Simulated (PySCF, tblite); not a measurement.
# C7H8O: a rotation path, then NMR shifts on frames, part 2 of 2

tblite 0.8.0 and PySCF 2.14.0. Atoms count from 0.

## 5. NMR shieldings: image 4, PBE0/pcSseg-1

What the job is given:

```
{"job": {"kind": "nmr", "xc": "PBE0", "basis": "pcSseg-1", "pop": false}, "charge": 0, "multiplicity": 1}
O      2.339700    -0.286200    -1.094800
C      1.527500     0.629800    -0.400900
C      0.223300     0.031300     0.114100
C     -0.206300    -1.343400    -0.375200
C     -1.402700    -0.938400    -0.784000
C     -1.195600     0.494700    -0.350100
C     -1.470800     0.740000     1.116700
C     -0.266500     0.344900     1.516300
H      2.510700    -1.043800    -0.523900
H      1.310200     1.424800    -1.119600
H      2.085300     1.073100     0.437600
H      0.297800    -2.291200    -0.348900
H     -2.256200    -1.422500    -1.219900
H     -1.357800     1.295300    -1.061600
H     -2.364200     1.068700     1.613500
H      0.218000     0.232000     2.469000
```

With the program's defaults for keys left out, this is: GIAO PBE0/pcSseg-1 NMR shielding, non-relativistic, gas phase.

Log:

```text
coarse grid: 13648 points
cycle   1  E = -346.0458751095  dE =  1.500e+00  |g| = 6.604e-01  |ddm| = 3.735e+00
cycle   2  E = -345.9918568217  dE =  5.402e-02  |g| = 8.751e-01  |ddm| = 1.408e+00
cycle   3  E = -346.1333551835  dE = -1.415e-01  |g| = 8.003e-02  |ddm| = 8.556e-01
cycle   4  E = -346.1343721062  dE = -1.017e-03  |g| = 3.794e-02  |ddm| = 1.072e-01
cycle   5  E = -346.1346627734  dE = -2.907e-04  |g| = 1.548e-02  |ddm| = 5.303e-02
cycle   6  E = -346.1347154471  dE = -5.267e-05  |g| = 5.289e-03  |ddm| = 1.757e-02
cycle   7  E = -346.1347221136  dE = -6.666e-06  |g| = 1.073e-03  |ddm| = 5.335e-03
final grid: 132640 points
cycle   8  E = -346.1953160908  dE = -3.547e-05  |g| = 1.060e-02  |ddm| = 4.407e-02
cycle   9  E = -346.1952972331  dE =  1.886e-05  |g| = 1.449e-02  |ddm| = 2.665e-02
cycle  10  E = -346.1953413168  dE = -4.408e-05  |g| = 1.188e-03  |ddm| = 1.512e-02
cycle  11  E = -346.1953416125  dE = -2.957e-07  |g| = 1.736e-04  |ddm| = 1.129e-03
cycle  12  E = -346.1953416171  dE = -4.610e-09  |g| = 7.663e-05  |ddm| = 2.256e-04
cycle  13  E = -346.1953416182  dE = -1.161e-09  |g| = 2.620e-05  |ddm| = 8.453e-05
cycle  14  E = -346.1953416184  dE = -1.393e-10  |g| = 1.134e-05  |ddm| = 2.918e-05
converged SCF energy = -346.1953416184

GIAO shielding tensors (ppm)
atom      isotropic    diamagn.    paramagn.     s11        s22        s33       span
  0 O      287.486     386.492     -99.006    256.199    280.574    325.686     69.488
  1 C      120.664     237.433    -116.769     94.417    113.201    154.372     59.955
  2 C      121.499     249.334    -127.835     95.962    131.607    136.927     40.965
  3 C       33.983     250.248    -216.265    -85.298     24.729    162.520    247.818
  4 C       32.443     253.504    -221.061    -85.564     22.735    160.157    245.721
  5 C      127.523     250.601    -123.077    110.104    129.285    143.181     33.077
  6 C       31.662     254.515    -222.853    -87.464     22.071    160.380    247.844
  7 C       31.908     250.445    -218.536    -80.975     23.369    153.330    234.305
  8 H       31.293      31.882      -0.590     23.329     29.132     41.416     18.087
  9 H       27.471      28.010      -0.539     22.791     28.554     31.070      8.279
 10 H       27.208      28.572      -1.364     22.076     28.118     31.428      9.352
 11 H       24.627      31.981      -7.354     22.581     24.335     26.965      4.384
 12 H       24.642      31.691      -7.050     23.154     24.778     25.994      2.840
 13 H       28.043      31.767      -3.724     26.779     27.263     30.085      3.306
 14 H       24.788      31.734      -6.946     23.143     24.896     26.325      3.182
 15 H       24.869      31.777      -6.908     23.197     25.381     26.030      2.833
```

Run time: 22 s. Hardware: 1 thread of Intel Xeon Platinum 8488C, shared host; peak memory 0.82 GiB.

This run: δ C6 155.3, C7 155.0, C4 154.5, C3 152.9, H11 7.09, H12 7.08 ppm.

## 6. NMR shieldings: image 6, PBE0/pcSseg-1

What the job is given:

```
{"job": {"kind": "nmr", "xc": "PBE0", "basis": "pcSseg-1", "pop": false}, "charge": 0, "multiplicity": 1}
O      2.115900    -0.054300    -1.393800
C      1.569400     0.611800    -0.281900
C      0.243700     0.033800     0.183700
C     -0.144100    -1.380800    -0.219000
C     -1.315900    -1.021500    -0.730700
C     -1.145800     0.443700    -0.402300
C     -1.512800     0.795300     1.022200
C     -0.332400     0.446800     1.524200
H      2.196800    -0.991200    -1.179200
H      1.426700     1.648400    -0.600100
H      2.285000     0.607300     0.555200
H      0.361400    -2.319100    -0.081000
H     -2.139400    -1.546500    -1.176300
H     -1.270800     1.184500    -1.182300
H     -2.438100     1.145600     1.439700
H      0.092900     0.405100     2.510200
```

With the program's defaults for keys left out, this is: GIAO PBE0/pcSseg-1 NMR shielding, non-relativistic, gas phase.

Log:

```text
coarse grid: 13648 points
cycle   1  E = -346.0493397212  dE =  1.505e+00  |g| = 6.604e-01  |ddm| = 3.735e+00
cycle   2  E = -345.9945374154  dE =  5.480e-02  |g| = 8.771e-01  |ddm| = 1.478e+00
cycle   3  E = -346.1365568699  dE = -1.420e-01  |g| = 8.334e-02  |ddm| = 9.146e-01
cycle   4  E = -346.1375617350  dE = -1.005e-03  |g| = 4.581e-02  |ddm| = 1.171e-01
cycle   5  E = -346.1380002684  dE = -4.385e-04  |g| = 1.850e-02  |ddm| = 6.016e-02
cycle   6  E = -346.1380808118  dE = -8.054e-05  |g| = 4.587e-03  |ddm| = 1.888e-02
cycle   7  E = -346.1380856134  dE = -4.802e-06  |g| = 1.005e-03  |ddm| = 4.982e-03
final grid: 132640 points
cycle   8  E = -346.1988749377  dE = -3.500e-05  |g| = 1.046e-02  |ddm| = 4.422e-02
cycle   9  E = -346.1988569563  dE =  1.798e-05  |g| = 1.422e-02  |ddm| = 2.674e-02
cycle  10  E = -346.1988996048  dE = -4.265e-05  |g| = 1.155e-03  |ddm| = 1.518e-02
cycle  11  E = -346.1988998826  dE = -2.777e-07  |g| = 1.781e-04  |ddm| = 1.120e-03
cycle  12  E = -346.1988998872  dE = -4.587e-09  |g| = 8.610e-05  |ddm| = 2.217e-04
cycle  13  E = -346.1988998887  dE = -1.498e-09  |g| = 2.981e-05  |ddm| = 9.912e-05
cycle  14  E = -346.1988998888  dE = -1.887e-10  |g| = 1.288e-05  |ddm| = 3.767e-05
converged SCF energy = -346.1988998888

GIAO shielding tensors (ppm)
atom      isotropic    diamagn.    paramagn.     s11        s22        s33       span
  0 O      291.884     386.730     -94.846    242.229    284.720    348.704    106.474
  1 C      120.219     237.321    -117.102     94.703    110.408    155.547     60.845
  2 C      119.134     249.759    -130.625     92.666    131.115    133.622     40.956
  3 C       36.244     251.113    -214.869    -81.079     30.274    159.538    240.617
  4 C       30.270     253.440    -223.170    -91.192     19.082    162.920    254.112
  5 C      128.499     250.417    -121.917    108.738    132.292    144.468     35.730
  6 C       31.752     254.512    -222.760    -88.861     22.648    161.470    250.331
  7 C       33.252     250.618    -217.366    -79.095     25.304    153.548    232.642
  8 H       31.638      31.731      -0.093     23.077     30.025     41.812     18.735
  9 H       27.622      28.004      -0.382     24.222     27.799     30.844      6.622
 10 H       27.231      28.304      -1.073     21.984     27.619     32.090     10.106
 11 H       24.810      32.149      -7.339     23.340     24.447     26.641      3.301
 12 H       24.585      31.691      -7.106     22.930     24.780     26.045      3.115
 13 H       27.851      31.669      -3.818     26.481     27.196     29.878      3.397
 14 H       24.759      31.636      -6.878     23.019     24.837     26.420      3.400
 15 H       24.972      31.734      -6.761     23.543     25.322     26.052      2.509
```

It took 22 s on 1 thread of Intel Xeon Platinum 8488C, shared host; peak memory 0.82 GiB.

This run: δ C4 156.7, C6 155.2, C7 153.7, C3 150.7, H12 7.13, H14 6.96 ppm.

## 7. Nuclear shieldings: image 8, PBE0/pcSseg-1

What the job is given:

```
{"job": {"kind": "nmr", "xc": "PBE0", "basis": "pcSseg-1", "pop": false}, "charge": 0, "multiplicity": 1}
O      1.909400     0.299800    -1.531200
C      1.620700     0.545500    -0.176900
C      0.267000     0.014100     0.242100
C     -0.093600    -1.427400    -0.069300
C     -1.239900    -1.115800    -0.666000
C     -1.085000     0.373800    -0.455600
C     -1.529200     0.847900     0.910600
C     -0.383600     0.537000     1.507500
H      1.763300    -0.637100    -1.707700
H      1.654200     1.631400    -0.056900
H      2.393100     0.099100     0.471000
H      0.411800    -2.344700     0.172300
H     -2.043600    -1.679200    -1.101400
H     -1.167400     1.041200    -1.304400
H     -2.471900     1.241900     1.240600
H     -0.012800     0.581400     2.513700
```

With the program's defaults for keys left out, this is: GIAO PBE0/pcSseg-1 NMR shielding, non-relativistic, gas phase.

Log:

```text
coarse grid: 13648 points
cycle   1  E = -346.0563906738  dE =  1.505e+00  |g| = 6.547e-01  |ddm| = 3.742e+00
cycle   2  E = -346.0024422123  dE =  5.395e-02  |g| = 8.704e-01  |ddm| = 1.476e+00
cycle   3  E = -346.1419664043  dE = -1.395e-01  |g| = 8.359e-02  |ddm| = 9.243e-01
cycle   4  E = -346.1429730836  dE = -1.007e-03  |g| = 4.591e-02  |ddm| = 1.169e-01
cycle   5  E = -346.1434152899  dE = -4.422e-04  |g| = 1.841e-02  |ddm| = 6.058e-02
cycle   6  E = -346.1434951955  dE = -7.991e-05  |g| = 4.600e-03  |ddm| = 1.856e-02
cycle   7  E = -346.1435000198  dE = -4.824e-06  |g| = 9.742e-04  |ddm| = 5.047e-03
final grid: 132640 points
cycle   8  E = -346.2037294171  dE = -3.483e-05  |g| = 1.080e-02  |ddm| = 5.111e-02
cycle   9  E = -346.2037089011  dE =  2.052e-05  |g| = 1.494e-02  |ddm| = 2.733e-02
cycle  10  E = -346.2037553412  dE = -4.644e-05  |g| = 1.134e-03  |ddm| = 1.560e-02
cycle  11  E = -346.2037556101  dE = -2.689e-07  |g| = 1.849e-04  |ddm| = 1.074e-03
cycle  12  E = -346.2037556149  dE = -4.796e-09  |g| = 9.345e-05  |ddm| = 2.425e-04
cycle  13  E = -346.2037556166  dE = -1.748e-09  |g| = 3.433e-05  |ddm| = 1.105e-04
cycle  14  E = -346.2037556169  dE = -2.610e-10  |g| = 1.284e-05  |ddm| = 4.066e-05
converged SCF energy = -346.2037556169

GIAO shielding tensors (ppm)
atom      isotropic    diamagn.    paramagn.     s11        s22        s33       span
  0 O      301.500     388.365     -86.865    260.744    291.717    352.040     91.296
  1 C      120.718     237.660    -116.942     95.537    110.024    156.593     61.056
  2 C      118.956     249.914    -130.958     96.641    125.055    135.173     38.532
  3 C       36.224     251.348    -215.125    -74.922     29.403    154.189    229.111
  4 C       27.824     253.751    -225.927    -93.804     15.059    162.218    256.022
  5 C      132.299     249.909    -117.610    107.943    141.389    147.563     39.620
  6 C       33.766     254.182    -220.416    -86.616     25.553    162.362    248.978
  7 C       32.893     250.230    -217.337    -81.876     22.474    158.080    239.956
  8 H       31.558      32.195      -0.637     22.691     30.354     41.629     18.938
  9 H       27.704      28.138      -0.434     23.937     27.633     31.541      7.605
 10 H       27.146      28.165      -1.019     22.410     26.808     32.220      9.810
 11 H       24.934      32.291      -7.357     24.049     24.748     26.005      1.955
 12 H       24.533      31.709      -7.176     22.891     24.794     25.915      3.024
 13 H       27.643      31.283      -3.641     25.822     27.334     29.772      3.950
 14 H       24.732      31.562      -6.830     23.239     24.800     26.158      2.919
 15 H       24.838      31.646      -6.808     23.452     25.045     26.017      2.565
```

It took 22 s on 1 thread of Intel Xeon Platinum 8488C, shared host; peak memory 0.82 GiB.

Key values: δ C4 159.1, C7 154.0, C6 153.2, C3 150.7, H12 7.18, H14 6.98 ppm.

## 8. Comparing the runs: NMR shifts

Shifts (ppm) of some atoms, chosen among heavy atoms and hydrogens apart, with basis size and wall time:

```
  frame     C3     C4    C2    C5   H11   H13    O0  functions  time
image 0  157.3  152.0  65.4  53.9  7.35  3.69  29.6        176  22 s
image 2  155.6  152.9  64.6  55.8  7.29  3.64  37.7        176  22 s
image 4  152.9  154.5  65.4  59.4  7.09  3.67  48.6        176  22 s
image 6  150.7  156.7  67.8  58.4  6.91  3.87  44.2        176  22 s
image 8  150.7  159.1  68.0  54.6  6.78  4.07  34.6        176  22 s
```

## 9. Outcome

What follows sums up all 2 parts.

```
                                       quantity                                               value
                       lowest and highest image                                 -0.021 and 0.087 eV
¹³C shifts against TMS (PBE0/pcSseg-1, image 0)    157.3, 155.3, 153.3, 152.0, 67.8, 65.4, 53.9 ppm
 ¹H shifts against TMS (PBE0/pcSseg-1, image 0)  7.35, 7.13, 7.07, 6.94, 4.26, 4.06, 3.69, 0.42 ppm
¹⁷O shifts against H2O (PBE0/pcSseg-1, image 0)                                            29.6 ppm
                       range of the shift of O0                                    29.6 to 48.6 ppm
```

In words: The band dips 0.5 kcal/mol below its start, so the start is not the lowest point of the turn; from the lowest image the climb to the highest is 2.5 kcal/mol (GFN2-xTB, rough). Shifts at one fixed geometry are not the observed spectrum, which averages over the motion. In ppm, O0 moves most: its shift spreads over 19.0 ppm, from 29.6 (image 0) to 48.6 (image 4).
